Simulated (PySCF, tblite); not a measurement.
# C₈H₁₀P+: infrared bands and NMR shifts

Wanted: the infrared bands and NMR shifts of C₈H₁₀P+ (`C#CC[PH+]1C=CCC=C1`), by calculation.

The runs use tblite 0.8.0 and PySCF 2.14.0, with density-fitted response routines of our own; the level of theory stands in each step. All values are computed, except where a source is named. Atoms are numbered from 0 throughout.

## 1. The starting structure

19 atoms, charge 1, multiplicity 1; geometry from: GFN2-xTB.

Bonds of the start (Å): C0–C1 1.20, C1–C2 1.45, C2–P3 1.83, P3–C4 1.78, C4–C5 1.33, C5–C6 1.49, C6–C7 1.49, C7–C8 1.33, C8–P3 1.78, C0–H9 1.05, C2–H10 1.10, C2–H11 1.10, P3–H12 1.39, C4–H13 1.08, C5–H14 1.08, C6–H15 1.10, C6–H16 1.10, C7–H17 1.08, C8–H18 1.08.

## 2. Harmonic vibrations with GFN2-xTB

The job: settings as JSON, then the geometry in Å.

```
{"job": {"kind": "ir", "xc": "GFN2-xTB", "basis": "xTB"}, "charge": 1, "multiplicity": 1}
C      3.762849     0.395926    -1.130787
C      2.940837    -0.104058    -0.418916
C      1.933631    -0.712865     0.430075
P      0.338023    -0.653564    -0.453876
C     -0.166761     1.012669    -0.804068
C     -1.373154     1.454609    -0.445598
C     -2.439909     0.683048     0.245424
C     -2.129131    -0.703970     0.679080
C     -1.005273    -1.385881     0.451548
H      4.510675     0.825309    -1.730600
H      2.193666    -1.756275     0.641935
H      1.840843    -0.168346     1.377112
H      0.549084    -1.334567    -1.641669
H      0.555718     1.649949    -1.296252
H     -1.635025     2.482426    -0.664487
H     -3.322346     0.650027    -0.406635
H     -2.771182     1.255349     1.120786
H     -2.921999    -1.184979     1.238567
H     -0.870350    -2.395554     0.816062
```

**Question.** This job is followed by: GIAO PBE0/pcSseg-1 NMR shielding, non-relativistic, gas phase. Predict these results of the whole session: strongest single infrared mode (GFN2-xTB); zero-point energy (GFN2-xTB); 13C shifts against TMS (PBE0/pcSseg-1, means over atoms taken as alike); 1H shifts against TMS (PBE0/pcSseg-1, means over atoms taken as alike); 31P shifts against H3PO4 (PBE0/pcSseg-1).

As calculated:

| quantity | value |
| --- | --- |
| strongest single infrared mode (GFN2-xTB) | 1655 cm⁻¹, 124 km/mol |
| zero-point energy (GFN2-xTB) | 92.0 kcal/mol |
| 13C shifts against TMS (PBE0/pcSseg-1, means over atoms taken as alike) | 168.8, 104.4, 90.6, 69.5, 36.0, 20.5 ppm |
| 1H shifts against TMS (PBE0/pcSseg-1, means over atoms taken as alike) | 8.03, 6.63, 6.52, 3.79, 3.75, 3.62, 2.48 ppm |
| 31P shifts against H3PO4 (PBE0/pcSseg-1) | -56.7 ppm |

No mode is imaginary among the 51: a minimum at this level. The strongest single mode, at 1655 cm⁻¹, is spread over several atoms, C5, C7, C4, C8 among them. GFN2-xTB is a fitted tight-binding method: band positions and strengths are rough. Its intensities can rank the bands wrongly. At PBE0/pcSseg-1: The widest tensor belongs to C5, C7: span 283 ppm, with a paramagnetic part of -237 ppm.
